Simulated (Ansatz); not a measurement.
# AsH8NSi2: geometry optimisation, by script

What geometry does AsH8NSi2 take? Aim: a geometry optimisation, for AsH8NSi2, run from a script.

Computed with Ansatz 0.2.0, driven from Python. Level of theory: r2SCAN/def2-SVP.

### 1 The structure

Bond lengths: N1–Si2 1.789 Å, Si2–As3 2.324 Å, As3–Si4 2.322 Å, N1–H5 1.044 Å, N1–H6 1.044 Å, Si2–H7 1.471 Å, Si2–H8 1.470 Å, As3–H9 1.564 Å, Si4–H10 1.470 Å, Si4–H11 1.470 Å, Si4–H12 1.470 Å. Angles (14 of 18 angles, heavy atoms first): N1–Si2–As3 110.2°, Si2–As3–Si4 93.1°, N1–Si2–H7 109.8°, N1–Si2–H8 109.0°, As3–Si2–H7 109.8°, As3–Si2–H8 108.8°, Si2–N1–H5 106.6°, Si2–N1–H6 106.9°, Si2–As3–H9 92.6°, Si4–As3–H9 92.6°, As3–Si4–H10 109.2°, As3–Si4–H11 110.1°, As3–Si4–H12 109.4°, H7–Si2–H8 109.3°.

No structure file is read: the coordinates are typed or built in the script.

### 2 The code

Input file opt_ash8nsi2.py:

```python
"""Geometry optimisation of AsH8NSi2."""

import itertools
import warnings

import ansatz as az
from ase import Atoms
from ase.data import atomic_numbers, covalent_radii
import numpy as np

warnings.simplefilter("ignore", az.DeckWarning)

atoms = Atoms(["N", "Si", "As", "Si", "H", "H", "H", "H", "H", "H", "H", "H"], positions=[
    (-1.5239, 0.0825, -1.1485),
    (-1.2507, 0.5528, 0.5562),
    (0.2305, -0.9242, 1.5679),
    (1.9695, -0.3543, 0.1388),
    (-2.3126, 0.671, -1.4982),
    (-0.6764, 0.3744, -1.6835),
    (-0.7095, 1.9188, 0.6156),
    (-2.5314, 0.506, 1.2768),
    (-0.2217, -2.1137, 0.6593),
    (3.1425, -1.1851, 0.4478),
    (1.5736, -0.5921, -1.2565),
    (2.3101, 1.064, 0.3243),
])
ash8nsi2 = az.Crystal.molecule_from_ase(atoms)

calc = (
    ash8nsi2.calculation()
    .basis(gaussian="def2-SVP")
    .functional("r2SCAN")
)
symbols = [site.symbol for site in ash8nsi2.cartesian_sites]
start = np.array([site.position_ang for site in ash8nsi2.cartesian_sites], dtype=float)
data = calc.relax(force_tolerance=0.01, max_steps=100).run().report
end = np.array(data["positions_ang"])

for key in ("converged", "free_energy_ev", "reference_energy_ev", "n_frozen", "n_occupied", "n_virtual"):
    print(f"{key:22s} {data[key]}")

# pairs closer than 1.2 times the sum of covalent radii, before or after
radius = [covalent_radii[atomic_numbers[s]] for s in symbols]
span = lambda where, i, j: np.linalg.norm(where[i] - where[j])
bonded = [(i, j) for i, j in itertools.combinations(range(len(symbols)), 2) if min(span(start, i, j), span(end, i, j)) < 1.2 * (radius[i] + radius[j])]
print("pair        before    after (A)")
for i, j in bonded:
    print(f"{symbols[i]}{i}-{symbols[j]}{j}".ljust(10), f"{span(start, i, j):8.4f} {span(end, i, j):8.4f}")
```

### 3 What the engine is handed

The package turns the script's settings into the engine's input:

```yaml
crystal:
  periodic: [false, false, false]
  atoms:
    - { symbol: "N", position_ang: [-1.5239, 0.0825, -1.1485] }
    - { symbol: Si, position_ang: [-1.2507, 0.5528, 0.5562] }
    - { symbol: As, position_ang: [0.2305, -0.9242, 1.5679] }
    - { symbol: Si, position_ang: [1.9695, -0.3543, 0.1388] }
    - { symbol: H, position_ang: [-2.3126, 0.671, -1.4982] }
    - { symbol: H, position_ang: [-0.6764, 0.3744, -1.6835] }
    - { symbol: H, position_ang: [-0.7095, 1.9188, 0.6156] }
    - { symbol: H, position_ang: [-2.5314, 0.506, 1.2768] }
    - { symbol: H, position_ang: [-0.2217, -2.1137, 0.6593] }
    - { symbol: H, position_ang: [3.1425, -1.1851, 0.4478] }
    - { symbol: H, position_ang: [1.5736, -0.5921, -1.2565] }
    - { symbol: H, position_ang: [2.3101, 1.064, 0.3243] }
basis:
  gaussian:
    orbitals: def2-SVP
hamiltonian:
  xc: r2scan
relax:
  f_tol: 0.01
  max_steps: 100
```

### 4 The run

Started as:

```console
python opt_ash8nsi2.py
```

**Question.** What results will this script give? Wanted: total energy; dipole moment; moves of the relaxation; energy gained; last largest force component.

**Answer**, as computed:

| quantity | value |
| --- | --- |
| total energy | -78201.8607 eV |
| dipole moment | 2.06 D |
| moves of the relaxation | 12 |
| energy gained | 0.229 eV |
| last largest force component | 0.0057 eV/Å |

The relaxation took 12 moves; the largest shift is 0.324 Å, of atom 12 (H). The end point is the stationary point reached from this start; no frequency run checks that it is a minimum, and the basis set is modest.
